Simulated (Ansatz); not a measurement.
# BF3: the cost of one run

Method: PBE0-D4/def2-TZVP structures, single points in def2-TZVPP, no counterpoise correction; program: Ansatz 0.2.0, Gaussian basis.

Levels: SPW92, PBE-D4, BLYP-D4, r2SCAN-D4, B97M-V, PBE0-D4, B3LYP-D4, r2SCAN0-D4, BHLYP-D4, CAM-B3LYP-D4, wB97X-V, wB97M-V, B2PLYP, PBE-QIDH, RPA on PBE, Hartree-Fock, MP2, CCSD, CCSD(T).

Cores are frozen in the correlated methods. B3LYP uses VWN-RPA correlation. B2PLYP carries no dispersion term here.

94 further runs of the same task are left out: 94 set aside as unsound or not needed.

### 1 Starting geometry

The complex: 8 atoms, charge 0, spin multiplicity 1.

Atoms are counted from 1 here; the program's logs count them from 0.

Bond lengths: B1–F2 1.368 Å, B1–F3 1.368 Å, B1–F4 1.368 Å, B1–N6 1.674 Å, H5–N6 1.015 Å, N6–H7 1.015 Å, N6–H8 1.015 Å. Angles: F2–B1–F3 114.2°, F2–B1–F4 114.2°, F2–B1–N6 104.1°, F3–B1–F4 114.2°, F3–B1–N6 104.1°, F4–B1–N6 104.1°, B1–N6–H5 110.1°, B1–N6–H7 110.1°, B1–N6–H8 110.1°, H5–N6–H7 108.9°, H5–N6–H8 108.9°, H7–N6–H8 108.9°.

As a file:

```
B    -0.2015    0.1212   -0.8087
F     0.3792   -0.9331   -1.4594
F    -1.5696    0.1029   -0.8185
F     0.3462    1.3382   -1.1107
H     1.2081   -0.1250    0.9090
N     0.1989   -0.1197    0.7985
H    -0.1714   -1.0086    1.1202
H    -0.1901    0.6241    1.3696
```

Its parts: BF3 holds atoms 1, 2, 3, 4; NH3 holds atoms 5, 6, 7, 8. Each part counts its atoms afresh in its own runs.

### 2 Relaxing BF3 alone

relax-a/in.yaml

```yaml
crystal:
  periodic: [false, false, false]
  atoms:
    - {symbol: B, position_ang: [-0.201469, 0.121218, -0.808741]}
    - {symbol: F, position_ang: [0.379176, -0.933144, -1.459376]}
    - {symbol: F, position_ang: [-1.569584, 0.102873, -0.818524]}
    - {symbol: F, position_ang: [0.346222, 1.338194, -1.110656]}
basis:
  gaussian: {orbitals: def2-TZVP}
hamiltonian: {xc: pbe0, dispersion: d4}
relax: {f_tol: 0.005, max_steps: 200}
```

Run with:

```
ansatz run in.yaml --threads 4 --pin off --events-out ev --progress --plain --max-ram 9574MiB
```

**Question.** How long does this run take on 4 threads of Arm Neoverse V1, shared host?

About 4.3 s.
